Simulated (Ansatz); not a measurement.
# Ga27P26S: the cost of one run

Method: DFT, PBE, plane-wave PAW, default files, scalar-relativistic, as far as a step names no other, in Ansatz 0.2.0.

## Step 1: The structure to begin with

It takes space group F-43m (No. 216, cubic). The conventional cell has a = 16.352 Å, b = 16.352 Å, c = 16.352 Å, α = 90.00°, β = 90.00°, γ = 90.00°. Ga (site symmetry 3m) has 1 S at 2.36 Å and 3 P at 2.36 Å as nearest neighbours. Ga (site symmetry 2mm) has 4 P at 2.36 Å as nearest neighbours. Ga (site symmetry m) has 4 P at 2.36 Å as nearest neighbours. Ga (site symmetry -43m) has 4 P at 2.36 Å as nearest neighbours. Around Ga (site symmetry 3m) lie 4 P at 2.36 Å. S (site symmetry -43m) has 4 Ga at 2.36 Å as nearest neighbours. P (site symmetry m) is surrounded by 4 Ga at 2.36 Å. P (site symmetry 3m) is surrounded by 4 Ga at 2.36 Å. Only part of the 10 independent sites is listed.

Structure file:

```cif
data_structure
_symmetry_space_group_name_H-M 'P 1'
_symmetry_Int_Tables_number 1
_cell_length_a 11.5623
_cell_length_b 11.5623
_cell_length_c 11.5623
_cell_angle_alpha 60.000
_cell_angle_beta 60.000
_cell_angle_gamma 60.000
_cell_volume 1092.98
loop_
_atom_site_label
_atom_site_type_symbol
_atom_site_fract_x
_atom_site_fract_y
_atom_site_fract_z
_atom_site_occupancy
Ga1 Ga 0.00000 0.00000 0.00000 1
Ga2 Ga 0.00000 0.00000 0.33333 1
Ga3 Ga 0.00000 0.00000 0.66667 1
Ga4 Ga 0.00000 0.33333 0.00000 1
Ga5 Ga 0.00000 0.33333 0.33333 1
Ga6 Ga 0.00000 0.33333 0.66667 1
Ga7 Ga 0.00000 0.66667 0.00000 1
Ga8 Ga 0.00000 0.66667 0.33333 1
Ga9 Ga 0.00000 0.66667 0.66667 1
Ga10 Ga 0.33333 0.00000 0.00000 1
Ga11 Ga 0.33333 0.00000 0.33333 1
Ga12 Ga 0.33333 0.00000 0.66667 1
Ga13 Ga 0.33333 0.33333 0.00000 1
Ga14 Ga 0.33333 0.33333 0.33333 1
Ga15 Ga 0.33333 0.33333 0.66667 1
Ga16 Ga 0.33333 0.66667 0.00000 1
Ga17 Ga 0.33333 0.66667 0.33333 1
Ga18 Ga 0.33333 0.66667 0.66667 1
Ga19 Ga 0.66667 0.00000 0.00000 1
Ga20 Ga 0.66667 0.00000 0.33333 1
Ga21 Ga 0.66667 0.00000 0.66667 1
Ga22 Ga 0.66667 0.33333 0.00000 1
Ga23 Ga 0.66667 0.33333 0.33333 1
Ga24 Ga 0.66667 0.33333 0.66667 1
Ga25 Ga 0.66667 0.66667 0.00000 1
Ga26 Ga 0.66667 0.66667 0.33333 1
Ga27 Ga 0.66667 0.66667 0.66667 1
S1 S 0.08333 0.08333 0.08333 1
P1 P 0.08333 0.08333 0.41667 1
P2 P 0.08333 0.08333 0.75000 1
P3 P 0.08333 0.41667 0.08333 1
P4 P 0.08333 0.41667 0.41667 1
P5 P 0.08333 0.41667 0.75000 1
P6 P 0.08333 0.75000 0.08333 1
P7 P 0.08333 0.75000 0.41667 1
P8 P 0.08333 0.75000 0.75000 1
P9 P 0.41667 0.08333 0.08333 1
P10 P 0.41667 0.08333 0.41667 1
P11 P 0.41667 0.08333 0.75000 1
P12 P 0.41667 0.41667 0.08333 1
P13 P 0.41667 0.41667 0.41667 1
P14 P 0.41667 0.41667 0.75000 1
P15 P 0.41667 0.75000 0.08333 1
P16 P 0.41667 0.75000 0.41667 1
P17 P 0.41667 0.75000 0.75000 1
P18 P 0.75000 0.08333 0.08333 1
P19 P 0.75000 0.08333 0.41667 1
P20 P 0.75000 0.08333 0.75000 1
P21 P 0.75000 0.41667 0.08333 1
P22 P 0.75000 0.41667 0.41667 1
P23 P 0.75000 0.41667 0.75000 1
P24 P 0.75000 0.75000 0.08333 1
P25 P 0.75000 0.75000 0.41667 1
P26 P 0.75000 0.75000 0.75000 1
```

Atom 28 of the input is the impurity.

## Step 2: Single point at the given positions

input.yaml

```yaml
crystal:
  lattice:
    - [0.0, 8.17575, 8.17575]
    - [8.17575, 0.0, 8.17575]
    - [8.17575, 8.17575, 0.0]
  atoms:
    - { symbol: Ga, position: [0.0, 0.0, 0.0] }
    - { symbol: Ga, position: [0.0, 0.0, 0.3333333333] }
    - { symbol: Ga, position: [0.0, 0.0, 0.6666666667] }
    - { symbol: Ga, position: [0.0, 0.3333333333, 0.0] }
    - { symbol: Ga, position: [0.0, 0.3333333333, 0.3333333333] }
    - { symbol: Ga, position: [0.0, 0.3333333333, 0.6666666667] }
    - { symbol: Ga, position: [0.0, 0.6666666667, 0.0] }
    - { symbol: Ga, position: [0.0, 0.6666666667, 0.3333333333] }
    - { symbol: Ga, position: [0.0, 0.6666666667, 0.6666666667] }
    - { symbol: Ga, position: [0.3333333333, 0.0, 0.0] }
    - { symbol: Ga, position: [0.3333333333, 0.0, 0.3333333333] }
    - { symbol: Ga, position: [0.3333333333, 0.0, 0.6666666667] }
    - { symbol: Ga, position: [0.3333333333, 0.3333333333, 0.0] }
    - { symbol: Ga, position: [0.3333333333, 0.3333333333, 0.3333333333] }
    - { symbol: Ga, position: [0.3333333333, 0.3333333333, 0.6666666667] }
    - { symbol: Ga, position: [0.3333333333, 0.6666666667, 0.0] }
    - { symbol: Ga, position: [0.3333333333, 0.6666666667, 0.3333333333] }
    - { symbol: Ga, position: [0.3333333333, 0.6666666667, 0.6666666667] }
    - { symbol: Ga, position: [0.6666666667, 0.0, 0.0] }
    - { symbol: Ga, position: [0.6666666667, 0.0, 0.3333333333] }
    - { symbol: Ga, position: [0.6666666667, 0.0, 0.6666666667] }
    - { symbol: Ga, position: [0.6666666667, 0.3333333333, 0.0] }
    - { symbol: Ga, position: [0.6666666667, 0.3333333333, 0.3333333333] }
    - { symbol: Ga, position: [0.6666666667, 0.3333333333, 0.6666666667] }
    - { symbol: Ga, position: [0.6666666667, 0.6666666667, 0.0] }
    - { symbol: Ga, position: [0.6666666667, 0.6666666667, 0.3333333333] }
    - { symbol: Ga, position: [0.6666666667, 0.6666666667, 0.6666666667] }
    - { symbol: S, position: [0.0833333333, 0.0833333333, 0.0833333333] }
    - { symbol: P, position: [0.0833333333, 0.0833333333, 0.4166666667] }
    - { symbol: P, position: [0.0833333333, 0.0833333333, 0.75] }
    - { symbol: P, position: [0.0833333333, 0.4166666667, 0.0833333333] }
    - { symbol: P, position: [0.0833333333, 0.4166666667, 0.4166666667] }
    - { symbol: P, position: [0.0833333333, 0.4166666667, 0.75] }
    - { symbol: P, position: [0.0833333333, 0.75, 0.0833333333] }
    - { symbol: P, position: [0.0833333333, 0.75, 0.4166666667] }
    - { symbol: P, position: [0.0833333333, 0.75, 0.75] }
    - { symbol: P, position: [0.4166666667, 0.0833333333, 0.0833333333] }
    - { symbol: P, position: [0.4166666667, 0.0833333333, 0.4166666667] }
    - { symbol: P, position: [0.4166666667, 0.0833333333, 0.75] }
    - { symbol: P, position: [0.4166666667, 0.4166666667, 0.0833333333] }
    - { symbol: P, position: [0.4166666667, 0.4166666667, 0.4166666667] }
    - { symbol: P, position: [0.4166666667, 0.4166666667, 0.75] }
    - { symbol: P, position: [0.4166666667, 0.75, 0.0833333333] }
    - { symbol: P, position: [0.4166666667, 0.75, 0.4166666667] }
    - { symbol: P, position: [0.4166666667, 0.75, 0.75] }
    - { symbol: P, position: [0.75, 0.0833333333, 0.0833333333] }
    - { symbol: P, position: [0.75, 0.0833333333, 0.4166666667] }
    - { symbol: P, position: [0.75, 0.0833333333, 0.75] }
    - { symbol: P, position: [0.75, 0.4166666667, 0.0833333333] }
    - { symbol: P, position: [0.75, 0.4166666667, 0.4166666667] }
    - { symbol: P, position: [0.75, 0.4166666667, 0.75] }
    - { symbol: P, position: [0.75, 0.75, 0.0833333333] }
    - { symbol: P, position: [0.75, 0.75, 0.4166666667] }
    - { symbol: P, position: [0.75, 0.75, 0.75] }
total_charge: 1
kpoints:
  mp_grid: { grid: [2, 2, 2] }
scf:
  occupations: { method: fermi_dirac, width: 0.01 }
hamiltonian:
  xc: pbe
  pseudopotentials: { kind: paw }
output:
  forces: true
  stress: true
  populations: true
  efg:
    quadrupole_moments_barn: { Ga: 0.107, S: -0.0694 }
    contact_densities: true
```

Command:

```sh
ansatz run input.yaml --threads 4 --pin off --max-ram 8192MiB --backend cpu --events-out ev --progress --plain --runs-dir out
```

Q: Estimate wall time and peak memory on 4 threads of Arm Neoverse V1, shared host.

About 45 s, with a peak of 4.7 GiB.
